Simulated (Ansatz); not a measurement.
# GeNH2+ (quintet): the correlation ladder, cc-pVDZ

Aim: climb from Hartree-Fock through coupled cluster and multireference methods for GeNH2+ (quintet) at one geometry and basis, and see what each rung misses.

The runs use Ansatz 0.2.0, Gaussian basis; cc-pVDZ, core rule «outside noble gas», up to 15 orbitals frozen.

The runs, in order: UHF; CCSD(T) on ROHF; CCSD(T) on UHF; BCCD(T) on ROHF; CISD; CCSDT(Q) on ROHF; CCSDT(Q) on UHF; CASSCF and MRCISD+Q, 10 electrons in 10 orbitals; CASSCF and NEVPT2, 10 electrons in 10 orbitals.

21 further runs of the same task are left out: 1 for a known fault of the program, 7 that didn't finish, 13 set aside as unsound or not needed.

## Step 1: The system

The geometry is a PBE0/def2-TZVP stationary point (not a proven minimum) of the parent state, kept for this charge and spin. No spin-orbit coupling is included. The filled d shell of Ge may be among the frozen orbitals whatever the setting's name suggests; the logs give the count.

4 atoms, charge 1, spin multiplicity 5.

Atoms are counted from 1 here; the program's logs count them from 0.

Bond lengths: Ge1–N2 1.945 Å, Ge1–H3 1.555 Å, Ge1–H4 1.555 Å. Angles: N2–Ge1–H3 106.3°, N2–Ge1–H4 106.3°, H3–Ge1–H4 108.1°.

## Step 2: UHF

Input file in.yaml:

```yaml
crystal:
  periodic: [false, false, false]
  atoms:
    - {symbol: Ge, position_ang: [-0.034571, 0.000000, 0.295847]}
    - {symbol: N, position_ang: [0.072436, 0.000001, -1.645848]}
    - {symbol: H, position_ang: [0.742421, -1.258240, 0.775123]}
    - {symbol: H, position_ang: [0.742420, 1.258240, 0.775124]}
basis:
  gaussian: {orbitals: cc-pVDZ}
total_charge: 1
magnetization: {spin_polarized: true, initial_magnetization: 4}
hamiltonian: {xc: hf}
output: {orbitals: {seedname: orbitals}}
```

Command:

```sh
$ ansatz run in.yaml --threads 1 --pin off --events-out ev --progress --plain --max-ram 2393MiB
```

After this run come: CCSD(T) on ROHF; CCSD(T) on UHF; BCCD(T) on ROHF; CISD; CCSDT(Q) on ROHF; CCSDT(Q) on UHF; CASSCF and MRCISD+Q, 10 electrons in 10 orbitals; CASSCF and NEVPT2, 10 electrons in 10 orbitals.

Before running them: what should the planned runs give, taken together? Wanted: UCCSDT(Q) below the RHF energy; RMP2 from UCCSDT(Q); UMP2 from UCCSDT(Q); RCCSD from UCCSDT(Q); RCCSD(T) from UCCSDT(Q); UCCSD(T) from UCCSDT(Q); RCCSDT(Q) from UCCSDT(Q); NEVPT2 valence from UCCSDT(Q); MRCISD+Q valence from UCCSDT(Q).

The runs gave:

| quantity | value |
| --- | --- |
| UCCSDT(Q) below the RHF energy | -4.9915 eV |
| RMP2 from UCCSDT(Q) | +1152.7 meV |
| UMP2 from UCCSDT(Q) | +1117.3 meV |
| RCCSD from UCCSDT(Q) | +134.7 meV |
| RCCSD(T) from UCCSDT(Q) | +38.6 meV |
| UCCSD(T) from UCCSDT(Q) | +31.0 meV |
| RCCSDT(Q) from UCCSDT(Q) | +7.9 meV |
| NEVPT2 valence from UCCSDT(Q) | +868.4 meV |
| MRCISD+Q valence from UCCSDT(Q) | +48.3 meV |
| levels within 1 kcal/mol (43 meV) | RCCSD(T), UCCSD(T), BCCD(T), RCCSDT, UCCSDT, RCCSDT(Q) |
| T1 diagnostic | 0.029 |
| effectively unpaired electrons | 4.01 |

In words: RCCSD(T) misses by +38.6 meV, 0.8 % of the correlation energy. One determinant dominates. Of the multireference levels listed MRCISD+Q valence comes nearest in total energy (+48.3 meV), which doesn't show that its space is the better one. These misses are within one basis, not against nature; the frozen cores of restricted and unrestricted runs differ, which can shift their rows.
